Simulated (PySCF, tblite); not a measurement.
# C7H4F radical: geometry, infrared bands and EPR parameters

What infrared bands and EPR parameters should C7H4F radical (`C#CC1=C(F)[CH]C=C1`) show?

The runs use tblite 0.8.0 and PySCF 2.14.0, with density-fitted response routines of our own; the level of theory stands in each step. All values are computed, except where a source is named. Atoms are numbered from 0 throughout.

**1. The starting structure**

12 atoms, charge 0, multiplicity 2; geometry from: force field or distance geometry start.

Bonds of the start (Å): C0–C1 1.23, C1–C2 1.42, C2–C3 1.33, C3–F4 1.38, C3–C5 1.49, C5–C6 1.49, C6–C7 1.33, C7–C2 1.48, C0–H8 1.07, C5–H9 1.13, C6–H10 1.08, C7–H11 1.07.

**2. Relaxing the molecule with GFN2-xTB**

Job settings and geometry (Å):

```
{"job": {"kind": "relax", "xc": "GFN2-xTB", "basis": "xTB"}, "charge": 0, "multiplicity": 2}
C      3.052100     0.059900     0.186900
C      1.822900     0.025500     0.078100
C      0.406700    -0.035200    -0.040600
C     -0.342400    -1.127600    -0.087200
F      0.103000    -2.429200     0.010400
C     -1.786300    -0.807600    -0.225700
C     -1.743200     0.681200    -0.269300
C     -0.495200     1.131500    -0.159400
H      4.113600     0.114300     0.275100
H     -2.326000    -1.059200     0.737500
H     -2.630300     1.295400    -0.368800
H     -0.173700     2.150200    -0.162900
```

On the command line:

```bash
$ OMP_NUM_THREADS=1 python probes_run.py task.json out
```

One launch serves the whole session: the jobs run in the order shown.

**Question.** This job is followed by: GFN2-xTB harmonic vibrations, gas phase; UKS B3LYP, pcH-1 on C F H, non-relativistic, mean-field spin-orbit, GIAO. What will the session give for the following? strongest single infrared mode (GFN2-xTB); zero-point energy (GFN2-xTB); g(iso) (B3LYP); ⟨S²⟩; largest a(iso); potential on the surface of density 0.002 e/bohr³, 1st and 99th percentile.

**Answer**, as computed:

| quantity | value |
| --- | --- |
| strongest single infrared mode (GFN2-xTB) | 912 cm⁻¹, 160 km/mol |
| zero-point energy (GFN2-xTB) | 49.4 kcal/mol |
| g(iso) (B3LYP) | 2.00293 |
| ⟨S²⟩ | 0.777 (exact 0.75) |
| largest a(iso) | 19F on F4, 45.7 MHz |
| potential on the surface of density 0.002 e/bohr³, 1st and 99th percentile | -0.72 V and 1.62 V |

Relaxing lowered the energy by 1.418 eV in 48 steps; the close pair that moved most is C2–C3, from 1.325 to 1.468 Å. All 30 modes are real, so the xTB geometry is a minimum. The strongest single mode, at 912 cm⁻¹, has its largest shares on C5, C7 and C6 (the list is cut at 3 atoms). Unscaled tight-binding wavenumbers are off by several per cent, some by more. Its intensities can rank the bands wrongly. The largest spin populations lie on C6 (0.50 e), C2 (0.38 e). The isotropic g lies 0.6 ppt above the free-electron value. The conformer search found further structures of the same energy, which may be mirror or relabelled copies of this one.
